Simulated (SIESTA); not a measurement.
## Ti2C: single point with PBEsol

Ti2C:

```
Ti C
1.0
     0.00000    4.31250    4.31250
     4.31250    0.00000    4.31250
     4.31250    4.31250    0.00000
Ti C
8 4
Direct
  0.89038 0.35807 0.87532
  0.37087 0.36332 0.89059
  0.89259 0.36407 0.38113
  0.36334 0.36390 0.37941
  0.37010 0.90168 0.36317
  0.88531 0.87971 0.36173
  0.87982 0.87505 0.88078
  0.35777 0.88467 0.87890
  0.13370 0.61765 0.11968
  0.11157 0.12820 0.63594
  0.61916 0.13187 0.12709
  0.12826 0.12255 0.12761
```

The cell comes from a database or a generator and needn't be the stable form of this composition.

The cell isn't the ideal one: atoms moved at random, drawn with an rms of 0.05 Å.

```json
{
 "Program": "SIESTA 5.4.2",
 "Task": "single point",
 "Functional": "PBEsol",
 "Potentials or basis": "PseudoDojo 0.4 standard (PBEsol files)",
 "Basis": "DZP (energy shift 0.003 Ry; two zetas on semicore shells)",
 "Grid cutoff": "800 Ry",
 "Energy shift": "0.003 Ry",
 "k mesh": "6 × 6 × 6",
 "Occupations": "fermi-dirac, width 0.05 eV",
 "Spin": "no spin polarisation"
}
```

```yaml
Pressure: -3.8 GPa
Largest_force: 1.295 eV/Å
Band_gap_on_the_k_mesh: none (metal or under the smearing width)
```

Forces in eV/Å, atoms in the order of the input:
```
Ti   0.822  0.038 -0.850
Ti   0.497  0.126  0.209
Ti  -0.349 -0.859  0.392
Ti  -0.174 -0.308  0.550
Ti   0.061  0.628 -0.646
Ti  -0.540 -0.664 -0.094
Ti   0.716  0.478  0.215
Ti  -0.150  0.091 -0.456
C    0.766 -0.176 -0.019
C   -1.172  0.386  0.393
C   -0.595  0.615  0.417
C    0.120 -0.354 -0.111
```

Stress tensor (GPa, compression positive):
```
-4.74 -0.76  0.32
-0.76 -3.04 -0.14
 0.32 -0.14 -3.55
```

Levels at points of the mesh, in eV from the Fermi level:
| k point | band 52 | band 53 | band 54 | band 55 | band 56 | band 57 | band 58 | band 59 | band 60 | band 61 |
| --- | --- | --- | --- | --- | --- | --- | --- | --- | --- | --- |
| (0.00, 0.00, 0.00) | -1.58 | -0.76 | -0.69 | -0.62 | 0.25 | 0.66 | 0.70 | 0.73 | 1.13 | 1.16 |
| (0.50, 0.00, 0.00) | -0.83 | -0.80 | -0.75 | -0.72 | -0.24 | 0.32 | 0.68 | 0.74 | 0.80 | 0.87 |
| (0.00, 0.50, 0.00) | -0.82 | -0.81 | -0.76 | -0.74 | -0.24 | 0.36 | 0.71 | 0.76 | 0.78 | 0.83 |
| (0.50, 0.50, 0.00) | -0.71 | -0.67 | -0.59 | -0.57 | -0.40 | 0.29 | 0.40 | 0.42 | 0.48 | 0.59 |
| (0.00, 0.00, 0.50) | -0.86 | -0.84 | -0.69 | -0.66 | -0.29 | 0.27 | 0.69 | 0.71 | 0.79 | 0.86 |
| (0.50, 0.00, 0.50) | -0.74 | -0.67 | -0.57 | -0.51 | -0.46 | 0.32 | 0.32 | 0.40 | 0.48 | 0.57 |
| (0.00, 0.50, 0.50) | -0.75 | -0.67 | -0.60 | -0.53 | -0.47 | 0.25 | 0.32 | 0.39 | 0.51 | 0.64 |
| (0.50, 0.50, 0.50) | -0.84 | -0.84 | -0.70 | -0.69 | -0.29 | 0.29 | 0.68 | 0.73 | 0.81 | 0.84 |

Run time: 8.6 min on 1 thread of Arm Neoverse V2, with other jobs on the host, peak memory 0.93 GiB.

Caveat: the basis of atomic orbitals isn't converged, which shifts pressures, moduli and gaps.
